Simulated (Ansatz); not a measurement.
# NiPtF6: two electronic states of one cell

Aim: solve NiPtF6 (a distorted cell) from each of its saved states, at one geometry and mesh, and see which is lowest and how they differ.

Program: Ansatz 0.2.0. Level of theory: DFT, r2SCAN, with U_eff = 5.41 eV on Ni d, plane waves, PAW. These are calculated values, not measurements.

**1. The cell**

Cell: a = 4.845 Å, b = 4.868 Å, c = 5.364 Å, α = 60.74°, β = 117.25°, γ = 123.92°. First neighbours, in Å: Ni1: 6 F at 1.78 to 2.03; F2: 1 Ni at 1.81, 1 Pt at 1.97; F3: 1 Pt at 1.88, 1 Ni at 1.92; F4: 1 Pt at 1.94, 1 Ni at 2.03; F5: 1 Pt at 1.59, 1 Ni at 1.98; F6: 1 Pt at 1.83, 1 Ni at 2.03; F7: 1 Ni at 1.78, 1 Pt at 1.96; Pt8: 6 F at 1.59 to 1.97.

The coordinates stand in the input below.

The states: A, no atom with a moment over 0.3 μB (no spin polarisation); B, Ni1 up (collinear spin). Each run reads its own saved solution as saved_state.

**2. Run from state A**

input.yaml reads:

```yaml
crystal:
  lattice:
    - [4.842274, -0.17296, 0.03624]
    - [-2.570925, 4.132938, 0.053905]
    - [-2.437546, 1.512225, 4.532566]
  atoms:
    - { symbol: Ni, position: [0.501943, 0.491894, 0.489821] }
    - { symbol: F, position: [0.221489, 0.120225, 0.722226] }
    - { symbol: F, position: [0.870459, 0.357459, 0.747652] }
    - { symbol: F, position: [0.596492, 0.751402, 0.743252] }
    - { symbol: F, position: [0.809031, 0.903522, 0.239539] }
    - { symbol: F, position: [0.099202, 0.617818, 0.253482] }
    - { symbol: F, position: [0.397877, 0.233742, 0.284817] }
    - { symbol: Pt, position: [0.994963, 0.989915, 0.013245] }
kpoints:
  mp_grid: { grid: [5, 5, 4], shift: [0.0, 0.0, 0.5] }
magnetization:
  spin_polarized: false
scf:
  occupations: { method: fermi_dirac, width: 0.0162 }
  lower_state_search: "off"
  max_iter: 200
hamiltonian:
  pseudopotentials: { kind: paw }
  xc: r2scan
  hubbard:
    projectors: all-electron-ortho-atomic
    sites: [{ species: Ni, l: d, u_eff: 5.41 }]
basis:
  ecutwfc: 500
  fft_grid_basis: typed
output:
  forces: true
  stress: true
  eigenvalues: true
  bader: true
  populations: true
  elf: true
  write_potential: true
  volumetric_format: npy
  dos:
    e_range: [-12, 8]
    de: 0.05
    projected: { site_lists: { F: [F], Ni: [Ni], Pt: [Pt] } }
checkpoint:
  read: saved_state
```

**4. Run from state B**

Edit input.yaml of step 2 so:

```diff
@@ -17,3 +17,3 @@
 magnetization:
-  spin_polarized: false
+  spin_polarized: true
 scf:
```

(Steps that only read results are left out.)

Before running it: what results should come out? Wanted: for each run, free energy; largest site moment; size of the net moment; gap; pressure; largest force.

**Answer**, as computed:

```
state  free energy (meV/atom)  largest site moment (μB)  size of the net moment (μB/cell)  gap (eV)  pressure (GPa)  largest force (eV/Å)  SCF cycles
    A                   345.6                         –                                 –      1.63            35.0                 20.28          10
    B                     0.0                      1.81                              2.00      2.53            36.6                 20.13           9
```

What this shows: State B lies lowest, 345.6 meV per atom under state A. At the same volume their pressures differ by 1.7 GPa, the state with the larger moments having the higher pressure, so it wants the larger volume, as magnetism tends to expand a lattice. Not all runs allow spin: where it is off, the gap in energy is mostly the cost of forbidding moments, not two ends of one search.

Caveats: atoms or cell far from equilibrium; gaps of Fe, Co and Ni magnets come out low on these datasets.
